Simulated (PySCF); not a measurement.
# Nb²⁵⁺: dipole response in even-tempered 18s12p5d4f

How polarisable is Nb²⁵⁺ at the levels listed below?

The numbers are computed with PySCF 2.14.0 (unrestricted determinants in a Gaussian basis, no spin-orbit coupling in the energies), except any that are marked as measured or tabulated.

## 1. The system

| Item | Value |
| --- | --- |
| Element | niobium (Z = 41) |
| Basis | an even-tempered Gaussian basis (18 s from 2.7 bohr⁻², ratio 2.5; 12 p from 3.5 bohr⁻², ratio 2.5; 5 d from 18 bohr⁻², ratio 2.7; 4 f from 27 bohr⁻², ratio 2.7) |
| Hamiltonian | the spin-free X2C one-electron Hamiltonian (Gaussian nucleus) |
| State 1 | Nb²⁵⁺: [Ne] 3s2 3p4, high-spin 3P determinant |
| Methods | UHF, PBE0 |

Outer shells as boxes (Hund's rule):

Nb25+ [Ne] 3s2 3p4
```
[Ne] core
3s [↑↓]
3p [↑↓][↑ ][↑ ]
```

One driver process ran all states and methods and kept the integrals in memory. Each run is shown as a PySCF script that sums up its settings (the driver passes frozen orbitals as a list and adds second-order terms of double hybrids); the logs are those of the runs themselves. The driver starts from symmetry-adapted Hartree-Fock orbitals, holds the occupation by maximum overlap and uses a logarithmic radial grid for functionals, so a plain start would take other cycles.

The integrals over 107 functions and the set-up took 0.31 s of CPU time.

## 2. Nb²⁵⁺

Level: UHF.

input.py

```python
from pyscf import gto, scf, dft, mp, cc
mol = gto.M(atom="Nb 0 0 0", charge=25, spin=2, symmetry="D2h",
            basis=gto.etbs([(0, 18, 2.7, 2.5), (1, 12, 3.5, 2.5), (2, 5, 18, 2.7), (3, 4, 27, 2.7)]),
            nucmod="G")
mf = scf.UHF(mol).sfx2c1e()
mf.irrep_nelec = {'Ag': (3, 3), 'B1u': (2, 1), 'B2u': (2, 2), 'B3u': (2, 1)}
mf.kernel()
```

Standard output:

```text
damping factor = 0
level_shift factor = 0
DIIS = <class 'pyscf.scf.diis.CDIIS'>
diis_start_cycle = 1
diis_space = 10
diis_damp = 0
SCF conv_tol = 1e-09
SCF conv_tol_grad = None
number electrons alpha = 9  beta = 7
cycle= 1 E= -3403.32752916455  delta_E= -0.00779  |g|= 0.0602  |ddm|= 0.0403
cycle= 2 E= -3403.32780391208  delta_E= -0.000275  |g|= 0.0124  |ddm|= 0.00782
cycle= 3 E= -3403.32781639729  delta_E= -1.25e-05  |g|= 0.000164  |ddm|= 0.00202
cycle= 4 E= -3403.3278163984  delta_E= -1.1e-09  |g|= 5.05e-06  |ddm|= 1.75e-05
cycle= 5 E= -3403.32781639839  delta_E= 4.55e-12  |g|= 5.89e-07  |ddm|= 4.8e-07
converged SCF energy = -3403.32781639839  <S^2> = 2.0012052  2S+1 = 3.0008033
```

It used 18 s of CPU time after the integrals (shared host).

The occupied shells:

```tsv
shell	electrons	mean orbital energy (eV)	spread (eV)	rms radius (bohr)
1s α	1	-20243.0	0	0.0415
1s β	1	-20236.5	0	0.0415
2s α	1	-3861.9	0	0.169
2s β	1	-3857.5	0	0.169
2p α	3	-3570.3	4.937	0.150
2p β	3	-3562.1	3.861	0.150
3s α	1	-1409.7	0	0.418
3s β	1	-1382.2	0	0.418
3p α	3	-1307.0	8.275	0.411
3p β	1	-1294.4	0	0.411
```

⟨S²⟩ = 2.001, ⟨L²⟩ = 2.00.

The driver then solved the coupled dipole response at imaginary frequencies: mean α = 0.02932 bohr³ (xx, yy, zz: 0.03617, 0.01563, 0.03617), C₆ = 0.004243 au for a like pair.

Spin-orbit coupling is strong in this species (close to jj coupling), so the high-spin LS determinant is a model state, not a physical level.

Level: PBE0.

input.py differs from the last one in:

```diff
@@ -4,3 +4,3 @@
             nucmod="G")
-mf = scf.UHF(mol).sfx2c1e()
+mf = dft.UKS(mol, xc="PBE0").sfx2c1e()
 mf.irrep_nelec = {'Ag': (3, 3), 'B1u': (2, 1), 'B2u': (2, 2), 'B3u': (2, 1)}
```

Standard output:

```text
damping factor = 0
level_shift factor = 0
DIIS = <class 'pyscf.scf.diis.CDIIS'>
diis_start_cycle = 1
diis_space = 10
diis_damp = 0
SCF conv_tol = 1e-09
SCF conv_tol_grad = None
number electrons alpha = 9  beta = 7
XC functionals = PBE0
    C. Adamo and V. Barone.,  J. Chem. Phys. 110, 6158 (1999)
    M. Ernzerhof and G. E. Scuseria.,  J. Chem. Phys. 110, 5029 (1999)
cycle= 1 E= -3403.90978806821  delta_E= -0.01  |g|= 0.0254  |ddm|= 0.044
cycle= 2 E= -3403.90981406376  delta_E= -2.6e-05  |g|= 0.00199  |ddm|= 0.00274
cycle= 3 E= -3403.90981427742  delta_E= -2.14e-07  |g|= 0.00012  |ddm|= 0.000256
cycle= 4 E= -3403.9098142779  delta_E= -4.83e-10  |g|= 7.11e-06  |ddm|= 1.22e-05
converged SCF energy = -3403.9098142779  <S^2> = 2.0005166  2S+1 = 3.0003444
```

It used 19 s of CPU time after the integrals (shared host).

The driver then solved the coupled dipole response at imaginary frequencies: mean α = 0.02906 bohr³ (xx, yy, zz: 0.03566, 0.01587, 0.03566), C₆ = 0.004182 au for a like pair.

Radial density 4πr²ρ of Nb²⁵⁺ at UHF, without picture-change correction:

```tsv
r (bohr)	density	spin density
0.000544	0.371	0.000
0.000915	0.904	0.000
0.00154	2.16	0.000
0.00259	5.01	0.000
0.00435	11.0	0.001
0.00732	22.2	0.006
0.0123	38.2	0.033
0.0207	51.0	0.167
0.0348	48.2	0.687
0.0586	44.0	1.859
0.0986	60.3	2.032
0.166	39.9	-0.037
0.279	19.4	4.787
0.469	13.7	4.413
0.789	0.538	0.174
1.33	0.000683	0.000
```

## 3. Polarisabilities and C₆

Nb²⁵⁺, in atomic units:

```tsv
method	mean α	C₆ (like pair)	S(−4)
UHF	0.02932	0.004243	0.001352
PBE0	0.02906	0.004182	0.001366
```

α(iu) at PBE0:

```tsv
u (hartree)	α(iu) (bohr³)
0	0.02906
0.700	0.02842
1.40	0.02673
2.80	0.02227
4.20	0.01827
5.60	0.01516
7.00	0.01277
10.5	0.008853
14.0	0.006633
21.0	0.004387
35.0	0.002676
```

## 4. What came out

```
  quantity                                  value
α of Nb²⁵⁺  0.02906 (PBE0) to 0.02932 (UHF) bohr³
```

What this shows: A single London oscillator with the computed α and C₆ of Nb²⁵⁺ at UHF would have ω = 4 C₆ / (3 α²) = 6.58 hartree. All values hold for this basis alone; no basis-set limit was taken.
